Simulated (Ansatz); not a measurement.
# B2H2S2O (SMILES SB1OBS1) at HF/STO-3G

Aim: the vertical ionisation energy of B2H2S2O at HF/STO-3G, from 2 runs. 

The results are computed with Ansatz 0.2.0.

67 further runs of the same task are left out: 67 set aside as unsound or not needed. Runs told in other sessions of the task aren't counted.

### 1 Starting point

B2H2S2O: 7 atoms, total charge 0, spin state singlet. SMILES: `SB1OBS1`. The coordinates come from a PBE0-D4/def2-TZVP relaxation. This is one conformer, not always the lowest.

Bond lengths: S1–B2 1.781 Å, B2–O3 1.394 Å, O3–B4 1.387 Å, B2–S5 1.841 Å, B4–S5 1.832 Å, S1–H6 1.345 Å, B4–H7 1.189 Å. Angles: S1–B2–O3 127.3°, S1–B2–S5 130.2°, O3–B2–S5 102.6°, B2–O3–B4 89.7°, O3–B4–S5 103.3°, B2–S5–B4 64.5°, B2–S1–H6 94.6°, O3–B4–H7 125.5°, S5–B4–H7 131.2°.

### 2 A single-point energy at HF/STO-3G

Input file input.yaml:

```yaml
crystal:
  periodic: [false, false, false]
  atoms:
    - {symbol: S, position_ang: [-1.594700, 0.794600, 1.402500]}
    - {symbol: B, position_ang: [-0.211900, 0.312100, 0.389500]}
    - {symbol: O, position_ang: [-0.181400, -0.697300, -0.571400]}
    - {symbol: B, position_ang: [1.146800, -0.395600, -0.834200]}
    - {symbol: S, position_ang: [1.501400, 0.981700, 0.321000]}
    - {symbol: H, position_ang: [-2.432400, -0.120800, 0.882800]}
    - {symbol: H, position_ang: [1.833600, -0.942500, -1.636000]}
basis:
  gaussian:
    orbitals: STO-3G
hamiltonian:
  xc: hf
accuracy: high
output: {orbitals: {seedname: orbitals}}
```

The run is started by

```
$ ansatz run input.yaml --threads 1 --pin off --max-ram 2610MiB --events-out events.jsonl --progress --plain --runs-dir runs
```

The program printed:

```text
Warning: RAYON_NUM_THREADS=1 ignored (pool sized by the plan → 1); use --threads N
Functional definition: HF
  name "HF"
  exchange = exact_x
  correlation = 0
718 factors; integrals over basis functions are off by at most 3.5e-8 eV
mean field evaluation 1: about -24765.8176 eV, gradient 3.1e1 eV
mean field evaluation 2: about -24765.9154 eV, gradient 3.1e1 eV
mean field evaluation 4: about -24769.6270 eV, gradient 1.8e0 eV
mean field evaluation 8: about -24769.6429 eV, gradient 6.2e-4 eV
mean field -24769.64294242 eV, -910.2675886668 hartree, gradient 2.6e-8 eV, S^2 0.000000; 0 other end points of the search recorded, 0 dependent functions left out
reference -24769.64294242 eV, -910.2675886668 hartree; 26, 26 occupied and 9, 9 virtual orbitals, 718 factors
Total energy: -24769.64294242 eV, -910.2675886668 hartree
```

Run time: 0.34 s. Hardware: 1 thread of Arm Neoverse V2, shared host.

### 3 The doublet cation

Input file job.yaml:

```yaml
crystal:
  periodic: [false, false, false]
  atoms:
    - {symbol: S, position_ang: [-1.594700, 0.794600, 1.402500]}
    - {symbol: B, position_ang: [-0.211900, 0.312100, 0.389500]}
    - {symbol: O, position_ang: [-0.181400, -0.697300, -0.571400]}
    - {symbol: B, position_ang: [1.146800, -0.395600, -0.834200]}
    - {symbol: S, position_ang: [1.501400, 0.981700, 0.321000]}
    - {symbol: H, position_ang: [-2.432400, -0.120800, 0.882800]}
    - {symbol: H, position_ang: [1.833600, -0.942500, -1.636000]}
basis:
  gaussian:
    orbitals: STO-3G
total_charge: 1
magnetization:
  spin_polarized: true
  initial_magnetization: 1
hamiltonian:
  xc: hf
accuracy: high
output:
  orbitals: {seedname: orbitals}
```

The run is started by

```
$ ansatz run job.yaml --threads 1 --pin off --max-ram 2610MiB --events-out events.jsonl --progress --plain --runs-dir runs
```

The program printed:

```text
Warning: RAYON_NUM_THREADS=1 ignored (pool sized by the plan → 1); use --threads N
[... 4 set-up lines as earlier in the session ...]
716 factors; integrals over basis functions are off by at most 3.5e-8 eV
mean field evaluation 1: about -24758.3399 eV, gradient 2.4e1 eV
mean field evaluation 2: about -24758.4360 eV, gradient 2.4e1 eV
mean field evaluation 4: about -24762.7228 eV, gradient 2.2e0 eV
mean field evaluation 8: about -24763.0352 eV, gradient 1.2e0 eV
mean field evaluation 16: about -24763.4259 eV, gradient 1.9e-8 eV
mean field evaluation 32: about -24762.7959 eV, gradient 3.7e0 eV
mean field -24763.42590313 eV, -910.0391166870 hartree, gradient 2.3e-8 eV, S^2 0.780311; 1 other end points of the search recorded, 0 dependent functions left out
reference -24763.42590313 eV, -910.0391166870 hartree; 26, 25 occupied and 9, 10 virtual orbitals, 716 factors
Total energy: -24763.42590313 eV, -910.0391166870 hartree
```

Run time: 0.76 s. Hardware: 1 thread of Arm Neoverse V2, shared host; peak memory 0.1 GiB.

### 4 Results

At HF/STO-3G:

| quantity | value |
| --- | --- |
| singlet B2H2S2O: total energy | -910.26759 Eh |
| singlet B2H2S2O: HOMO energy | -7.36 eV |
| singlet B2H2S2O: LUMO energy | 6.81 eV |
| singlet B2H2S2O: HOMO–LUMO gap | 14.17 eV |
| doublet cation: total energy | -910.03912 Eh |
| doublet cation: HOMO energy (highest over α and β) | -13.58 eV |
| doublet cation: LUMO energy (lowest over α and β) | -5.12 eV |
| doublet cation: ⟨S²⟩ | 0.780 |
| vertical ionisation energy (to the doublet cation) | 6.217 eV |

What this shows: The vertical ionisation energy comes to 6.22 eV (143 kcal/mol). The negative HOMO energy of the first species, 7.36 eV, lies 1.14 eV above that difference. In a minimal basis such a difference can be off by several eV, whatever the method.
